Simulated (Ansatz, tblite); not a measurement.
# Sn11H18 ring sphere (Sn₁₁H₁₈): rung by rung

How do method and basis change the picture of Sn11H18 ring sphere (Sn₁₁H₁₈) (singlet)?

Computed with Ansatz 0.2.0, Gaussian basis. Level: as each input shows.

Levels to be run: GFN1-xTB, GFN2-xTB, PBE-D4/def2-TZVP, r2SCAN-D4/def2-TZVP, B3LYP-D4/def2-TZVP, r2SCAN0-D4/def2-TZVP, ωB97X-V/def2-TZVP, PBE-D4/def2-SVP, PBE0-D4/def2-SVP, MP2/def2-SVP, RPA/def2-SVP.

1 further run of the same task is left out (set aside as unsound or not needed).

**1. The geometry**

The geometry is that of the singlet, from an earlier relaxation (PBE-D4/def2-SVP).

29 atoms, charge 0, spin multiplicity 1.

Bond lengths: Sn1–Sn2 2.821 Å, Sn1–Sn7 2.817 Å, Sn1–H12 1.738 Å, Sn1–H13 1.737 Å, Sn2–Sn4 2.830 Å, Sn2–Sn5 2.817 Å, Sn2–H14 1.743 Å, Sn3–Sn4 2.817 Å, Sn3–Sn8 2.813 Å, Sn3–H15 1.737 Å, Sn3–H16 1.737 Å, Sn4–Sn6 2.818 Å, Sn4–H17 1.743 Å, Sn5–Sn10 2.819 Å, Sn5–H18 1.737 Å, Sn5–H19 1.738 Å, Sn6–Sn11 2.814 Å, Sn6–H20 1.737 Å and more. Angles: Sn2–Sn1–Sn7 109.4°, Sn2–Sn1–H12 109.5°, Sn2–Sn1–H13 110.5°, Sn7–Sn1–H12 109.8°, Sn7–Sn1–H13 110.4°, H12–Sn1–H13 107.3°, Sn1–Sn2–Sn4 109.4°, Sn1–Sn2–Sn5 109.7°, Sn1–Sn2–H14 109.7°, Sn4–Sn2–Sn5 109.4°, Sn4–Sn2–H14 109.0°, Sn5–Sn2–H14 109.6°, Sn4–Sn3–Sn8 111.4°, Sn4–Sn3–H15 108.7°, Sn4–Sn3–H16 110.6°, Sn8–Sn3–H15 108.1°, Sn8–Sn3–H16 110.7°, H15–Sn3–H16 107.2° and more.

Sn takes a core potential in the def2 sets. No spin-orbit coupling is included.

PBE0-D4/def2-TZVP was run before; its log isn't repeated, and its numbers join the tables.

**2. GFN1-xTB**

Tight binding, by tblite at 300 K electronic temperature and without a spin-polarisation term:

```python
tblite.interface.Calculator('GFN1-xTB', numbers, positions, charge=0, uhf=0).singlepoint()
```

Energy -1018.4583 eV, HOMO -10.46 eV, LUMO -8.36 eV; 0.06 s.

**3. GFN2-xTB**

Tight binding, by tblite at 300 K electronic temperature and without a spin-polarisation term:

```python
tblite.interface.Calculator('GFN2-xTB', numbers, positions, charge=0, uhf=0).singlepoint()
```

Energy -883.4424 eV, HOMO -10.73 eV, LUMO -9.28 eV; 0.096 s.

**4. PBE-D4/def2-TZVP**

start.molden holds the orbitals of an earlier run on this state, given as this run's starting guess.

Input file in.yaml:

```yaml
crystal:
  periodic: [false, false, false]
  atoms:
    - {symbol: Sn, position_ang: [0.162854, -2.569706, -2.216496]}
    - {symbol: Sn, position_ang: [-2.128352, -1.229035, -1.262332]}
    - {symbol: Sn, position_ang: [0.179969, -2.578421, 2.512428]}
    - {symbol: Sn, position_ang: [-2.094210, -1.210577, 1.567381]}
    - {symbol: Sn, position_ang: [-2.146895, 1.421679, -2.216942]}
    - {symbol: Sn, position_ang: [-2.149041, 1.444459, 2.510952]}
    - {symbol: Sn, position_ang: [2.471579, -1.255917, -1.279844]}
    - {symbol: Sn, position_ang: [2.552077, -1.421432, 1.538052]}
    - {symbol: Sn, position_ang: [2.453880, 1.419217, -2.160698]}
    - {symbol: Sn, position_ang: [0.144154, 2.769046, -1.278139]}
    - {symbol: Sn, position_ang: [0.044728, 2.914450, 1.538465]}
    - {symbol: H, position_ang: [0.151847, -4.213235, -1.652201]}
    - {symbol: H, position_ang: [0.157919, -2.620486, -3.953035]}
    - {symbol: H, position_ang: [-3.561720, -2.057643, -1.806137]}
    - {symbol: H, position_ang: [0.111726, -4.221964, 1.954139]}
    - {symbol: H, position_ang: [0.187105, -2.625954, 4.248958]}
    - {symbol: H, position_ang: [-3.514714, -2.033423, 2.152805]}
    - {symbol: H, position_ang: [-2.192370, 1.443493, -3.953503]}
    - {symbol: H, position_ang: [-3.575922, 2.233635, -1.652940]}
    - {symbol: H, position_ang: [-3.604051, 2.207841, 1.948196]}
    - {symbol: H, position_ang: [-2.190250, 1.476664, 4.247411]}
    - {symbol: H, position_ang: [3.879506, -2.051944, -1.928066]}
    - {symbol: H, position_ang: [3.925989, -2.360708, 2.035581]}
    - {symbol: H, position_ang: [2.745332, 0.166444, 2.212287]}
    - {symbol: H, position_ang: [2.503827, 1.446241, -3.898420]}
    - {symbol: H, position_ang: [3.876586, 2.241762, -1.595261]}
    - {symbol: H, position_ang: [0.155536, 4.386890, -1.924819]}
    - {symbol: H, position_ang: [1.513868, 2.276656, 2.208521]}
    - {symbol: H, position_ang: [-0.070554, 4.573268, 2.041655]}
basis:
  gaussian: {orbitals: def2-TZVP, fitting: {mean_field: def2-universal-jkfit}, initial_orbitals: start.molden}
hamiltonian: {xc: pbe, dispersion: d4}
scf: {omitted_lower_state_checks: [starts]}
output: {forces: true, orbitals: {seedname: orbitals}}
```

The run is started by

```
> ansatz run in.yaml --threads 2 --pin off --events-out ev --progress --plain --max-ram 32768MiB --backend cuda --devices 0, --max-vram 18GiB
```

After this run come: r2SCAN-D4/def2-TZVP; B3LYP-D4/def2-TZVP; r2SCAN0-D4/def2-TZVP; ωB97X-V/def2-TZVP; PBE-D4/def2-SVP; PBE0-D4/def2-SVP; MP2/def2-SVP; RPA/def2-SVP.

**Question.** What will the summary of the whole plan be? Wanted: gap in def2-TZVP, named functionals, smallest and largest; correlation energy, MP2/def2-SVP; binding an atom, functionals in def2-TZVP; PBE0 total energy, smallest basis above largest.

As calculated:

```
                                                 quantity                                value
gap in def2-TZVP, named functionals, smallest and largest  3.40 eV (PBE-D4), 8.67 eV (ωB97X-V)
                         correlation energy, MP2/def2-SVP                            -33.73 eV
                binding an atom, functionals in def2-TZVP   2.40 (PBE-D4) to 2.47 eV (ωB97X-V)
          PBE0 total energy, smallest basis above largest        2.10 eV (def2-SVP, def2-TZVP)
```

What this shows: Over the named functionals in def2-TZVP the gap runs from 3.40 eV (PBE-D4) to 8.67 eV (ωB97X-V); exact exchange widens it.
